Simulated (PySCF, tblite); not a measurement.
# CH₇NO₃Si, a small molecule taken as a stand-in for a surface group (hydroxylated Si): NMR shifts, core binding energies and electronic excitations

Wanted: the NMR shifts, core binding energies and electronic excitations for `CN[Si](O)(O)O`.

Computed with tblite 0.8.0 and PySCF 2.14.0; each step states its level. No surroundings beyond the atoms listed, unless a continuum is named. Atoms count from 0, parts from 1.

### 1 The system as given

13 atoms, charge 0, multiplicity 1; geometry: distance geometry start.

### 2 Relaxing the cluster with GFN2-xTB

What the job is given:

```
{"job": {"kind": "relax", "xc": "GFN2-xTB", "basis": "xTB"}, "charge": 0, "multiplicity": 1}
O     -1.591714    -1.846003     0.584071
Si    -0.030790    -1.024125     0.585249
O      0.749629    -1.212765    -0.970014
O      0.988028    -1.713930     1.858198
N     -0.287444     0.746830     0.947896
C     -0.117128     1.164219     2.293890
H     -1.824641    -2.597357     1.168063
H      0.776359    -2.028957    -1.482397
H      0.717207    -1.957352     2.740916
H      0.049497     1.409565     0.212829
H     -0.801236     1.926173     2.532946
H      0.834597     1.525650     2.437268
H     -0.293258     0.360582     2.952814
```

Method: GFN2-xTB geometry optimisation, gas phase.

Command:

```bash
> OMP_NUM_THREADS=1 python cluster_run.py task.json out
```

The driver reads the jobs from task.json and runs them one after another.

Output:

```text
step      E/eV     max force
  0    -616.67692    3.753
  1    -617.18763    1.781
  2    -617.57225    1.094
  3    -617.65240    1.046
  4    -617.72685    0.676
  5    -617.77453    0.685
  6    -617.80798    0.513
  7    -617.83491    0.470
  8    -617.85351    0.478
  9    -617.86262    0.293
 10    -617.86753    0.257
 11    -617.87304    0.239
 12    -617.87925    0.292
 13    -617.88392    0.189
 14    -617.88736    0.145
 15    -617.89103    0.219
 16    -617.89533    0.324
 17    -617.89894    0.273
 18    -617.90128    0.134
 19    -617.90307    0.103
 20    -617.90521    0.163
 21    -617.90772    0.217
 22    -617.90980    0.161
 23    -617.91125    0.132
 24    -617.91266    0.125
 25    -617.91463    0.161
 26    -617.91666    0.159
 27    -617.91825    0.137
 28    -617.92041    0.136
 29    -617.92366    0.147
 30    -617.92812    0.182
 31    -617.93117    0.243
 32    -617.91503    0.838
 33    -617.93332    0.135
 34    -617.93439    0.125
 35    -617.93845    0.320
 36    -617.94091    0.213
 37    -617.94680    0.156
 38    -617.94893    0.161
 39    -617.95902    0.588
 40    -617.96424    0.202
 41    -617.96940    0.197
 42    -617.97259    0.497
 43    -617.97561    0.340
 44    -617.98219    0.256
 45    -617.99173    0.474
 46    -618.00041    0.286
 47    -618.00478    0.726
 48    -618.01552    0.306
 49    -618.02112    0.213
 50    -618.02542    0.151
 51    -618.02919    0.181
 52    -618.03175    0.146
 53    -618.03544    0.268
 54    -618.03985    0.143
 55    -618.04407    0.146
 56    -618.04658    0.126
 57    -618.04850    0.130
 58    -618.05064    0.152
 59    -618.05362    0.135
 60    -618.05637    0.131
 61    -618.05819    0.138
 62    -618.05918    0.133
 63    -618.05999    0.070
 64    -618.06117    0.076
 65    -618.06228    0.065
 66    -618.06312    0.064
 67    -618.06371    0.087
 68    -618.06443    0.115
 69    -618.06594    0.138
 70    -618.06749    0.143
 71    -618.06866    0.124
 72    -618.06950    0.149
 73    -618.07021    0.114
 74    -618.07086    0.085
 75    -618.07133    0.037
 76    -618.07155    0.055
 77    -618.07170    0.030
 78    -618.07190    0.037
 79    -618.07219    0.047
 80    -618.07240    0.039
 81    -618.07254    0.028
 82    -618.07263    0.023
 83    -618.07279    0.037
 84    -618.07303    0.053
 85    -618.07332    0.050
 86    -618.07356    0.042
 87    -618.07374    0.037
 88    -618.07393    0.043
 89    -618.07418    0.046
 90    -618.07444    0.039
 91    -618.07461    0.022
 92    -618.07471    0.024
 93    -618.07481    0.024
 94    -618.07491    0.028
 95    -618.07500    0.030
 96    -618.07506    0.027
 97    -618.07512    0.026
 98    -618.07520    0.028
 99    -618.07530    0.040
100    -618.07542    0.033
101    -618.07554    0.031
102    -618.07566    0.029
103    -618.07575    0.027
104    -618.07582    0.027
105    -618.07590    0.027
106    -618.07602    0.035
107    -618.07622    0.042
108    -618.07647    0.035
109    -618.07668    0.028
110    -618.07682    0.040
111    -618.07691    0.031
112    -618.07703    0.034
113    -618.07718    0.036
114    -618.07732    0.044
115    -618.07755    0.049
116    -618.07783    0.058
117    -618.07833    0.047
118    -618.07865    0.047
119    -618.07905    0.057
120    -618.07948    0.071
121    -618.07877    0.221
122    -618.08007    0.061
123    -618.08040    0.057
124    -618.08099    0.156
125    -618.08176    0.048
126    -618.08224    0.047
127    -618.08063    0.275
128    -618.08330    0.024
129    -618.08362    0.031
130    -618.08378    0.107
131    -618.08409    0.040
132    -618.08423    0.036
133    -618.08512    0.062
134    -618.08547    0.051
135    -618.08589    0.061
136    -618.08630    0.046
137    -618.08659    0.042
138    -618.08677    0.037
139    -618.08689    0.072
140    -618.08709    0.042
141    -618.08729    0.032
142    -618.08755    0.031
143    -618.08767    0.033
144    -618.08782    0.033
145    -618.08797    0.031
146    -618.08823    0.054
147    -618.08873    0.050
148    -618.08974    0.072
149    -618.09126    0.091
150    -618.09295    0.117
151    -618.09449    0.083
152    -618.09543    0.052
153    -618.09594    0.054
154    -618.09672    0.075
155    -618.09719    0.063
156    -618.09753    0.033
157    -618.09771    0.023
158    -618.09787    0.030
159    -618.09796    0.029
160    -618.09803    0.024
161    -618.09807    0.025
162    -618.09810    0.013
163    -618.09812    0.009
164    -618.09813    0.008
165    -618.09814    0.007
```

Wall time 2 s (1 thread of Arm Neoverse V1, shared host).

Step by step:

```
step  energy from step 0 (eV)  largest force (eV/Å)
   0                   0.0000                3.7536
   6                  -1.1311                0.5130
  12                  -1.2023                0.2920
  18                  -1.2244                0.1345
  24                  -1.2357                0.1246
  30                  -1.2512                0.1815
  36                  -1.2640                0.2136
  42                  -1.2957                0.4973
  48                  -1.3386                0.3056
  54                  -1.3629                0.1433
  60                  -1.3795                0.1303
  66                  -1.3862                0.0638
  72                  -1.3926                0.1491
  78                  -1.3950                0.0369
  84                  -1.3961                0.0522
  90                  -1.3975                0.0383
  96                  -1.3981                0.0269
 102                  -1.3987                0.0289
 108                  -1.3995                0.0349
 114                  -1.4004                0.0438
 120                  -1.4026                0.0705
 126                  -1.4053                0.0471
 132                  -1.4073                0.0365
 138                  -1.4099                0.0377
 144                  -1.4109                0.0329
 150                  -1.4160                0.1167
 156                  -1.4206                0.0334
 162                  -1.4212                0.0133
 165                  -1.4212                0.0071
```

Close pairs (by a distance rule), those that changed most:

```
  bond  before (Å)  after (Å)  change (Å)
Si1–O3       1.770      1.633      -0.137
O0–Si1       1.764      1.633      -0.132
Si1–O2       1.750      1.624      -0.126
Si1–N4       1.826      1.717      -0.109
C5–H11       1.028      1.093      +0.065
C5–H10       1.052      1.097      +0.045
 N4–H9       1.046      1.006      -0.039
C5–H12       1.054      1.088      +0.034
```

### 3 Relaxing the molecule at PBE0-D3(BJ)/def2-SVP

What the job is given:

```
{"job": {"xc": "PBE0", "basis": "def2-SVP", "d3": "d3bj", "grid": 2, "kind": "geom", "shake": 0.01}, "charge": 0, "multiplicity": 1}
O     -1.400854    -1.335445    -0.805284
Si     0.077733    -0.742722    -0.539072
O      0.901326    -0.921876    -1.925204
O      0.676014    -1.610533     0.720576
N      0.265309     0.921415    -0.175528
C     -0.158426     1.546141     1.068676
H     -1.938351    -1.575939    -0.060481
H      0.575559    -1.500017    -2.579816
H      1.547517    -1.476860     1.005327
H      0.273491     1.577726    -0.921440
H     -1.196470     1.903610     1.037134
H      0.503758     2.383272     1.324320
H     -0.116398     0.813856     1.858197
```

Output:

```text
step   0  E = -611.59656740  max force = 0.037742
step   1  E = -611.60285947  max force = 0.004349
step   2  E = -611.60305712  max force = 0.001107
step   3  E = -611.60316179  max force = 0.001301
step   4  E = -611.60322547  max force = 0.002270
step   5  E = -611.60329100  max force = 0.001707
step   6  E = -611.60335745  max force = 0.000931
step   7  E = -611.60338666  max force = 0.000769
step   8  E = -611.60341791  max force = 0.000937
step   9  E = -611.60343164  max force = 0.000665
step  10  E = -611.60344042  max force = 0.000416
optimisation converged
```

It took 96 s on 1 thread of Arm Neoverse V1, shared host; peak memory 0.68 GiB.

The steps of the relaxation:

```
step  energy from step 0 (eV)  largest force component (eV/Å)
   0                   0.0000                          1.9408
   1                  -0.1712                          0.2236
   2                  -0.1766                          0.0569
   3                  -0.1794                          0.0669
   4                  -0.1812                          0.1167
   5                  -0.1830                          0.0878
   6                  -0.1848                          0.0479
   7                  -0.1856                          0.0395
   8                  -0.1864                          0.0482
   9                  -0.1868                          0.0342
  10                  -0.1870                          0.0214
```

Close pairs (by a distance rule), those that changed most:

```
  bond  before (Å)  after (Å)  change (Å)
O0–Si1       1.615      1.659      +0.044
 O3–H8       0.927      0.961      +0.035
Si1–O2       1.622      1.652      +0.029
 O2–H7       0.932      0.961      +0.029
C5–H12       1.078      1.101      +0.023
 N4–H9       0.994      1.013      +0.019
Si1–O3       1.642      1.661      +0.019
 N4–C5       1.455      1.441      -0.015
```

The final coordinates are the input of the step that follows.

```
                         at the end point                value
  point group (found at 0.08 Å tolerance)                   C1
rotational constants (GHz, main isotopes)  3.779, 2.184, 2.033
                        dipole moment (D)                 1.07
```

### 4 Shielding tensors: PBE0/pcSseg-1

What the job is given:

```
{"job": {"kind": "nmr", "xc": "PBE0", "basis": "pcSseg-1"}, "charge": 0, "multiplicity": 1}
O     -1.499539    -1.365476    -0.790447
Si     0.026140    -0.754953    -0.565302
O      0.825848    -0.928448    -1.999944
O      0.594780    -1.655911     0.709386
N      0.205504     0.899819    -0.198602
C     -0.104315     1.527728     1.060576
H     -1.812083    -1.920366    -0.070320
H      0.470984    -1.625889    -2.558526
H      1.447681    -1.376598     1.053826
H      0.346007     1.533526    -0.976327
H     -1.068069     2.070724     1.060927
H      0.678969     2.241670     1.371046
H     -0.165027     0.760332     1.847708
```

Level: GIAO PBE0/pcSseg-1 NMR shielding, non-relativistic, gas phase.

Output:

```text
coarse grid: 11376 points
cycle   1  E = -611.6068491372  dE =  7.650e-01  |g| = 1.141e+00  |ddm| = 3.211e+00
cycle   2  E = -611.4213047049  dE =  1.855e-01  |g| = 1.541e+00  |ddm| = 1.536e+00
cycle   3  E = -611.8334526365  dE = -4.121e-01  |g| = 7.745e-02  |ddm| = 9.466e-01
cycle   4  E = -611.8342512229  dE = -7.986e-04  |g| = 4.561e-02  |ddm| = 7.987e-02
cycle   5  E = -611.8346759603  dE = -4.247e-04  |g| = 7.265e-03  |ddm| = 3.281e-02
cycle   6  E = -611.8346857878  dE = -9.827e-06  |g| = 1.970e-03  |ddm| = 5.954e-03
final grid: 105360 points
cycle   7  E = -611.8951604547  dE = -2.059e-05  |g| = 9.912e-03  |ddm| = 1.544e-02
cycle   8  E = -611.8951389818  dE =  2.147e-05  |g| = 1.458e-02  |ddm| = 1.453e-02
cycle   9  E = -611.8951784769  dE = -3.950e-05  |g| = 4.784e-04  |ddm| = 8.800e-03
cycle  10  E = -611.8951785161  dE = -3.916e-08  |g| = 2.058e-04  |ddm| = 3.823e-04
cycle  11  E = -611.8951785250  dE = -8.893e-09  |g| = 3.745e-05  |ddm| = 1.333e-04
cycle  12  E = -611.8951785252  dE = -2.037e-10  |g| = 1.820e-05  |ddm| = 3.323e-05
converged SCF energy = -611.8951785252

GIAO shielding tensors (ppm)
atom      isotropic    diamagn.    paramagn.     s11        s22        s33       span
  0 O      288.006     390.391    -102.385    262.705    273.404    327.909     65.204
  1 Si     406.221     881.261    -475.040    382.598    397.346    438.717     56.119
  2 O      283.083     388.747    -105.664    255.616    269.494    324.140     68.524
  3 O      285.652     391.887    -106.235    253.337    275.772    327.847     74.510
  4 N      239.357     325.439     -86.081    207.118    232.901    278.054     70.936
  5 C      155.591     242.856     -87.264    131.099    149.477    186.199     55.100
  6 H       29.633      31.903      -2.270     21.425     25.036     42.438     21.013
  7 H       29.721      29.854      -0.134     21.480     24.551     43.131     21.652
  8 H       30.139      32.773      -2.634     22.432     24.785     43.200     20.767
  9 H       30.868      33.254      -2.386     21.460     30.029     41.115     19.655
 10 H       28.614      28.334       0.280     23.144     26.366     36.332     13.189
 11 H       28.754      28.156       0.598     23.524     26.452     36.286     12.762
 12 H       28.845      30.345      -1.500     24.194     28.361     33.979      9.785
```

Run time: 20 s. Hardware: 1 thread of Arm Neoverse V1, shared host; peak memory 0.8 GiB.

The references, computed at this level on geometries of the same kind, shield at (ppm): ¹H TMS 31.27, ¹³C TMS 184.4, ²⁹Si TMS 352.0, ¹⁵N NH3 265.7, ¹⁷O H2O 334.6. Their shielding less the atom's gives the shift. The references are single molecules in the gas phase, so shifts against H2O, NH3, PH3, H3PO4 or CFCl3 are not on the usual liquid scales and can be off by tens of ppm.

```
atoms                             environment  σ (ppm)  δ (ppm)
   C5                 carbon bonded to N, 3 H    155.6     28.8
  H10        hydrogen on a carbon bonded to N    28.61     2.65
  H11        hydrogen on a carbon bonded to N    28.75     2.51
  H12        hydrogen on a carbon bonded to N    28.84     2.42
   H6      hydrogen on an oxygen bonded to Si    29.63     1.63
   H7      hydrogen on an oxygen bonded to Si    29.72     1.55
   H8      hydrogen on an oxygen bonded to Si    30.14     1.13
   H9  hydrogen on a nitrogen bonded to C, Si    30.87     0.40
   O2                  oxygen bonded to Si, H    283.1     51.5
   O3                  oxygen bonded to Si, H    285.7     48.9
   O0                  oxygen bonded to Si, H    288.0     46.6
  Si1                silicon bonded to N, 3 O    406.2    -54.2
   N4             nitrogen bonded to C, Si, H    239.4     26.3
```

Charges from the same density, by scheme (e):

```
atoms  Mulliken    IAO  Hirshfeld  ESP fit
   O0     -0.57  -0.80      -0.33    -0.77
  Si1      1.23   1.61       0.53     1.13
   O2     -0.56  -0.79      -0.32    -0.80
   O3     -0.59  -0.80      -0.32    -0.77
   N4     -0.70  -0.70      -0.25    -0.65
   C5     -0.10  -0.29      -0.07    -0.15
```

Mayer bond orders: O0–Si1 1.03, Si1–O2 1.05, Si1–O3 0.99, Si1–N4 1.03, N4–C5 0.97.

The fields below are evaluated on a grid from the run's orbitals.

Frontier orbitals at PBE0/pcSseg-1, with the share of their density that lies nearest to each atom:

```
orbital  energy (eV)                                   lies on
   HOMO        -6.87  N4 62 %; H9, H10 about 8 % each; H11 6 %
   LUMO         0.81                 H8 22 %; H6 15 %; H7 10 %
```

ELF in a plane through or near 6 of the atoms.

Ten even steps from '0' (0.00) to '9' (1.00):
```
0000000000000000000000000000
0000000000000000000000000000
0000000000000000000000000000
0000000001100001100000000000
0000000035520048840000000000
0000156568850179961000000000
0000689978850269940012100000
0000789978851565642377610000
0000277657511875375798730000
0000001122185486761488620000
0000000011075143441154300000
0000000011111210499831000000
0000000000134310799960000000
0000000000124310699970000000
0000000000124310199940000000
0000000000011100000000000000
0000000000000000000000000000
0000000000000000000000000000
0000000000000000000000000000
0000000000000000000000000000
```
The map spans 10.7 Å across and 8.7 Å up, centred on the molecule. Atoms in the plane (x, y in Å): Si1 (-0.9, 0.1), N4 (0.7, 0.7), C5 (1.9, 0.0), H7 (-2.8, 1.3), H9 (0.7, 1.7), H12 (1.7, -1.0).

On the surface of density 0.002 e/bohr³ the electrostatic potential runs, from the 1st to the 99th percentile, from -1.53 V near O0 to 2.18 V near H8.

(Part 1 of 2 ends here.)
